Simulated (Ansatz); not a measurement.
Predict the output of the script below (Ansatz 0.2.0 through its Python package).

The script, `formation_gdal.py`:
```python
"""Is GdAl bound against its elements, after relaxing cells and atoms."""

from collections import Counter
import warnings

import ansatz as az
import numpy as np

XC = "pbesol"
TOLERANCE = 1e-08
K_SPACING = 0.3
FILLING = "fermi_dirac"
SMEARING_WIDTH = 0.1

POLARISED = {"GdAl", "Gd"}


def run_phase(name, crystal):
    calc = (
        crystal.calculation()
        .functional(XC)
        .basis(18 * az.Ha)
        .scf(tolerance=TOLERANCE)
        .kpoints(spacing=K_SPACING)
        .occupations(FILLING, width=SMEARING_WIDTH)
        .stress()
    )
    if name in POLARISED:
        calc = calc.spin("collinear")
    calc = calc.relax(force_tolerance=0.03, max_steps=60, cell=True)
    return calc.run()


def counts(outcome):
    return Counter(site.symbol for site in outcome.lattice.sites)

def formation_energy(outcome, mu):
    n = counts(outcome)
    return (outcome.report["energy_sigma0_ev"] - sum(k * mu[element] for element, k in n.items())) / sum(n.values())


def volume_per_atom(outcome):
    return abs(np.linalg.det(outcome.lattice.cell_ang)) / len(outcome.lattice.sites)

warnings.simplefilter("ignore", az.DeckWarning)

phases = {}
gdal = (
    az.Lattice.cubic(3.62796413)
    .space_group(221)
    .atom("Gd", [0.0, 0.0, 0.0])
    .atom("Al", [0.5, 0.5, 0.5])
    .moments(Gd=7.0)
)
phases["GdAl"] = gdal
gd = (
    az.Lattice.of([3.636, 0.0, 0.0], [-1.818, 3.14886837, 0.0], [0.0, 0.0, 5.7826])
    .atom("Gd", [1 / 3, 2 / 3, 0.25])
    .atom("Gd", [2 / 3, 1 / 3, 0.75])
    .moments(Gd=7.0)
)
phases["Gd"] = gd
al = (
    az.Lattice.of([0.0, 2.024805, 2.024805], [2.024805, 0.0, 2.024805], [2.024805, 2.024805, 0.0])
    .atom("Al", [0.0, 0.0, 0.0])
)
phases["Al"] = al

done = {}
for name, crystal in phases.items():
    done[name] = run_phase(name, crystal)
    print(f"{name}: {done[name].report['energy_sigma0_ev']:.4f} eV, {len(done[name].lattice.sites)} atoms")

# energy of one atom in its reference phase
references = {"Gd": "Gd", "Al": "Al"}
mu = {element: done[name].report["energy_sigma0_ev"] / len(done[name].lattice.sites) for element, name in references.items()}

target = done["GdAl"]
heat = formation_energy(target, mu)
rows = [(name, len(o.lattice.sites), volume_per_atom(o), formation_energy(o, mu)) for name, o in done.items()]
print("     phase       atoms  V (A^3/atom)  E_form (eV/atom)")
for row in rows:
    print(f"{str(row[0]):>10}  {row[1]:10d}  {row[2]:12.3f}  {row[3]:16.4f}")
```

```console
$ python formation_gdal.py
GdAl: -9753.3274 eV, 2 atoms
Gd: -18455.9287 eV, 2 atoms
Al: -524.5185 eV, 1 atoms
     phase       atoms  V (A^3/atom)  E_form (eV/atom)
      GdAl           2        23.043           -0.4223
        Gd           2        31.384            0.0000
        Al           1        16.231            0.0000
```

Total energies depend on the potentials; only differences at equal settings carry meaning. Open f shells: without a Hubbard U, without spin-orbit coupling; the state reached hangs on the start and needn't be the lowest. For the metals among these phases the mesh is modest: differences between phases can be off by up to 40 meV an atom. The program warned that this SCF threshold is loose for forces or stresses. The cells come from databases of deposited and of computed structures, and not all need be stable phases. The compound is the structure given, not necessarily its lowest; energies are at zero temperature, with no correction for gases. Magnetic phases start from parallel moments and may not end in their lowest magnetic state. A semilocal functional's error on such energies is often 0.05 to 0.1 eV an atom, and 0.1 to 0.3 eV against gases such as O2 or F2. The script silences the warnings on its input, which a real study should read. Wall time of the script: 34 s on 1 thread of Arm Neoverse V2, with other jobs on the host, peak memory 0.5 GiB.

(Lines on the test bed's own set-up are left out of the output.)
